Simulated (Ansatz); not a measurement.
# C₂H₆OSi, SMILES O=CC[SiH3]: harmonic frequencies at the relaxed geometry

Computed with Ansatz's Python interface.

`freq.py`
```python
from dataclasses import dataclass
import warnings

import ansatz as az
from ase import Atoms
from ase.thermochemistry import IdealGasThermo
import numpy as np


@dataclass
class Settings:
    basis_set: str = "6-31G*"
    xc: str = "b3lyp"
    vdw: str = "d4"


opts = Settings()


def main() -> None:
    warnings.simplefilter("ignore", az.DeckWarning)

    mol = (
        az.Crystal.molecule()
        .atom("O", (-1.5183, -0.0495, -1.4768))
        .atom("C", (-0.6365, 0.7437, -1.2334))
        .atom("C", (0.3293, 0.5546, -0.1366))
        .atom("Si", (0.2337, -0.9292, 0.9388))
        .atom("H", (-0.4704, 1.6455, -1.861))
        .atom("H", (1.3528, 0.5527, -0.5913))
        .atom("H", (0.3436, 1.4564, 0.5027))
        .atom("H", (0.3423, -2.1775, 0.1542))
        .atom("H", (1.2383, -0.9275, 2.0113))
        .atom("H", (-1.1318, -0.9204, 1.6951))
    )

    setup = mol.calculation().basis(gaussian=opts.basis_set).functional(opts.xc, dispersion=opts.vdw)
    symbols = [site.symbol for site in mol.cartesian_sites]
    start = np.array([site.position_ang for site in mol.cartesian_sites], dtype=float)
    report = setup.relax(force_tolerance=0.003).run().report
    end = np.array(report["positions_ang"])

    print("bond        before    after (A)")
    for i, j in [(0, 1), (1, 2), (1, 4), (2, 3), (2, 5), (2, 6), (3, 7), (3, 8), (3, 9)]:
        d0, d1 = (np.linalg.norm(xyz[i] - xyz[j]) for xyz in (start, end))
        print(f"{symbols[i]}{i}-{symbols[j]}{j}".ljust(10), f"{d0:8.4f} {d1:8.4f}")

    minimum = az.Crystal.molecule()
    for symbol, xyz in zip(symbols, end):
        minimum = minimum.atom(symbol, xyz.tolist())
    vibrating = (
        minimum.calculation()
        .basis(gaussian=opts.basis_set)
        .functional(opts.xc, dispersion=opts.vdw)
        .phonons(temperatures=(298.15, 498.15, 100))
    )
    vib = vibrating.run().report["vibrations"]
    sums = vib["harmonic_sums"]
    modes = [m["omega_inv_cm"] for m in sums["modes_at_gamma"] if m["rigid_motion"] == "no"]
    for number, w in enumerate(modes, start=1):
        print(f"mode {number:2d} {w:9.1f} 1/cm {w / 8065.544 * 1000:8.2f} meV")
    print("imaginary modes:", sum(w < 0 for w in modes), " zero-point energy:", round(sums["zero_point_energy_ev"], 4), "eV")
    gas = IdealGasThermo(vib_energies=[w / 8065.544 for w in modes if w > 0], geometry="linear" if len(modes) == 3 * len(symbols) - 5 else "nonlinear",
                         atoms=Atoms(symbols, positions=end), symmetrynumber=1, spin=0.0)
    print(f"H(298 K) - E = {gas.get_enthalpy(298.15, verbose=False):.4f} eV")
    print(f"S(298 K, 1 bar) = {96485.33 * gas.get_entropy(298.15, 1e5, verbose=False):.1f} J/(mol K) with symmetry number 1")


if __name__ == "__main__":
    main()
```

Output of `python freq.py`:
```text
bond        before    after (A)
O0-C1        1.2108   1.2127
C1-C2        1.4736   1.5084
C1-H4        1.1112   1.1129
C2-Si3       1.8350   1.9040
C2-H5        1.1200   1.1004
C2-H6        1.1055   1.1004
Si3-H7       1.4784   1.4836
Si3-H8       1.4695   1.4899
Si3-H9       1.5610   1.4836
mode  1      81.8 1/cm    10.14 meV
mode  2     163.4 1/cm    20.25 meV
mode  3     180.8 1/cm    22.42 meV
mode  4     475.6 1/cm    58.96 meV
mode  5     543.1 1/cm    67.34 meV
mode  6     611.0 1/cm    75.75 meV
mode  7     726.3 1/cm    90.05 meV
mode  8     805.2 1/cm    99.83 meV
mode  9     922.0 1/cm   114.32 meV
mode 10     941.0 1/cm   116.67 meV
mode 11     943.6 1/cm   116.99 meV
mode 12     953.6 1/cm   118.23 meV
mode 13     967.4 1/cm   119.94 meV
mode 14    1203.5 1/cm   149.22 meV
mode 15    1268.2 1/cm   157.23 meV
mode 16    1428.7 1/cm   177.13 meV
mode 17    1444.9 1/cm   179.14 meV
mode 18    1819.9 1/cm   225.63 meV
mode 19    2240.2 1/cm   277.75 meV
mode 20    2269.2 1/cm   281.35 meV
mode 21    2278.4 1/cm   282.48 meV
mode 22    2911.5 1/cm   360.98 meV
mode 23    3030.9 1/cm   375.78 meV
mode 24    3063.4 1/cm   379.81 meV
imaginary modes: 0  zero-point energy: 1.9387 eV
H(298 K) - E = 2.1237 eV
S(298 K, 1 bar) = 316.7 J/(mol K) with symmetry number 1
```

Caveats:
- The frequencies are harmonic and unscaled, in a modest basis. The result belongs to the one conformer reached from this start, and soft torsions count as harmonic oscillators.
- b3lyp holds the VWN-RPA fit, as in Gaussian; the form of ORCA and Turbomole is b3lyp5.
- The entropy takes a symmetry number of 1; a symmetric molecule's is lower by R ln(sigma).
- It ran for 98 s on 1 thread of Intel(R) Xeon(R) 6975P-C (Granite Rapids), on a shared host, peak memory 0.28 GiB.

(Lines on the test bed's own set-up are left out of the output.)
